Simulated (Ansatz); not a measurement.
# C2H6AlCl: one species, many methods

Aim: compute C2H6AlCl with functionals from several rungs and with coupled cluster. The yardstick is the atomisation energy at the CCSD(T) limit.

Computed with Ansatz 0.2.0, Gaussian basis. Level: functionals in def2-TZVPP, the program's frozen cores in correlated methods.

Plan: LDA (SPW92), PBE-D4, revPBE-D4, BLYP-D4, r2SCAN-D4, B97M-V, PBE0-D4, B3LYP-D4, r2SCANh-D4, r2SCAN0-D4, HSE06-D4, BHLYP-D4, CAM-B3LYP-D4, LC-ωPBE, ωB97X-V, ωB97M-V, B2PLYP, PBE-QIDH; CCSD(T)/def2-SVP; CCSD(T)/def2-TZVPP; MP2/def2-QZVPP; extrapolation to the limit; RPA on PBE.

**1. Structure used throughout**

All runs share one geometry, relaxed beforehand with PBE0-D4 in a triple-zeta def2 set.

10 atoms, charge 0, spin multiplicity 1.

Atoms are counted from 1 here; the program's logs count them from 0.

Bond lengths: C1–C2 1.500 Å, C1–H5 1.094 Å, C1–H6 1.092 Å, C1–H7 1.095 Å, C2–Al3 1.968 Å, C2–Cl4 1.897 Å, C2–H8 1.089 Å, Al3–Cl4 2.414 Å, Al3–H9 1.584 Å, Al3–H10 1.582 Å. Angles: C2–C1–H5 113.2°, C2–C1–H6 111.9°, C2–C1–H7 107.5°, H5–C1–H6 108.7°, H5–C1–H7 107.7°, H6–C1–H7 107.6°, C1–C2–Al3 125.2°, C1–C2–Cl4 109.7°, C1–C2–H8 112.9°, Al3–C2–Cl4 77.3°, Al3–C2–H8 118.4°, Cl4–C2–H8 102.5°, C2–Al3–Cl4 50.0°, C2–Al3–H9 116.5°, C2–Al3–H10 118.8°, Cl4–Al3–H9 109.0°, Cl4–Al3–H10 109.6°, H9–Al3–H10 124.4° and more.

**2. LDA**

This LDA is Slater exchange with PW92 correlation.

in.yaml reads:

```yaml
crystal:
  periodic: [false, false, false]
  atoms:
    - {symbol: C, position_ang: [-1.061326, 0.911502, 0.117644]}
    - {symbol: C, position_ang: [0.055922, 0.158219, -0.540888]}
    - {symbol: Al, position_ang: [1.411982, -0.911443, 0.402058]}
    - {symbol: Cl, position_ang: [-0.496486, -1.621132, -0.895588]}
    - {symbol: H, position_ang: [-1.958556, 0.981294, -0.503761]}
    - {symbol: H, position_ang: [-1.335023, 0.475662, 1.080313]}
    - {symbol: H, position_ang: [-0.705484, 1.930346, 0.305461]}
    - {symbol: H, position_ang: [0.291765, 0.534138, -1.535590]}
    - {symbol: H, position_ang: [1.135112, -1.213443, 1.932080]}
    - {symbol: H, position_ang: [2.745096, -1.296346, -0.358829]}
basis:
  gaussian: {orbitals: def2-TZVPP}
hamiltonian: {xc: lda}
output: {orbitals: {seedname: orbitals}}
```

Command:

```bash
$ ansatz run in.yaml --threads 2 --pin off --events-out ev --progress --plain --max-ram 4352MiB
```

Further steps of the session: PBE-D4 (GGA); revPBE-D4 (GGA); BLYP-D4 (GGA); r2SCAN-D4 (meta-GGA); B97M-V (meta-GGA); PBE0-D4 (hybrid); B3LYP-D4 (hybrid); r2SCANh-D4 (hybrid); r2SCAN0-D4 (hybrid); HSE06-D4 (hybrid); BHLYP-D4 (hybrid); CAM-B3LYP-D4 (range-separated); LC-ωPBE (range-separated); ωB97X-V (range-separated); ωB97M-V (range-separated); B2PLYP (double hybrid); PBE-QIDH (double hybrid); CCSD(T) in def2-SVP; CCSD(T) in def2-TZVPP; MP2 in def2-QZVPP; RPA on PBE orbitals.

Q: Predict the results of all the runs planned. Wanted: atomisation energy, CCSD(T)/CBS; farthest beyond LDA; mean size of error, GGA; mean size of error, meta-GGA; mean size of error, hybrid; mean size of error, range-separated; mean size of error, double hybrid; gap, smallest and largest; T1 diagnostic.

**Answer**, as computed:

```
                               quantity                                                                                         value
        atomisation energy, CCSD(T)/CBS                                                                                 3326.6 kJ/mol
 functionals within 16.6 kJ/mol (0.5 %)  r2SCAN-D4, PBE0-D4, B3LYP-D4, r2SCANh-D4, HSE06-D4, CAM-B3LYP-D4, ωB97X-V, ωB97M-V, PBE-QIDH
                    farthest beyond LDA                                                                       BHLYP-D4 (-76.9 kJ/mol)
                mean size of error, GGA                                                                                   33.0 kJ/mol
           mean size of error, meta-GGA                                                                                   25.1 kJ/mol
             mean size of error, hybrid                                                                                   18.9 kJ/mol
    mean size of error, range-separated                                                                                    9.8 kJ/mol
      mean size of error, double hybrid                                                                                   31.1 kJ/mol
              gap, smallest and largest                                                     4.79 eV (LDA (SPW92)), 11.84 eV (LC-ωPBE)
                          T1 diagnostic                                                                                        0.0108
triples share of the correlation energy                                                                                         3.9 %
```

The LDA atomisation energy is off by 424.4 kJ/mol (13 %): it overbinds. PBE-D4 is off by +35.2 kJ/mol. Double hybrids carry the basis error of their MP2 part in triple zeta, and no dispersion term here, so their miss is partly the set-up's. By mean error the best rung here is range-separated (9.8 kJ/mol) and the worst beyond LDA is GGA (33.0 kJ/mol). The reference freezes the cores and leaves out relativity and excitations past (T), so misses under about 16.6 kJ/mol can't be ranked. Hartree-Fock recovers 75 % of the binding; the rest is correlation. CCSD(T) in def2-SVP is off by -161.0 kJ/mol, so the small basis spoils what the method gains. Orbital gaps span 4.8 to 11.8 eV; exact exchange widens them.
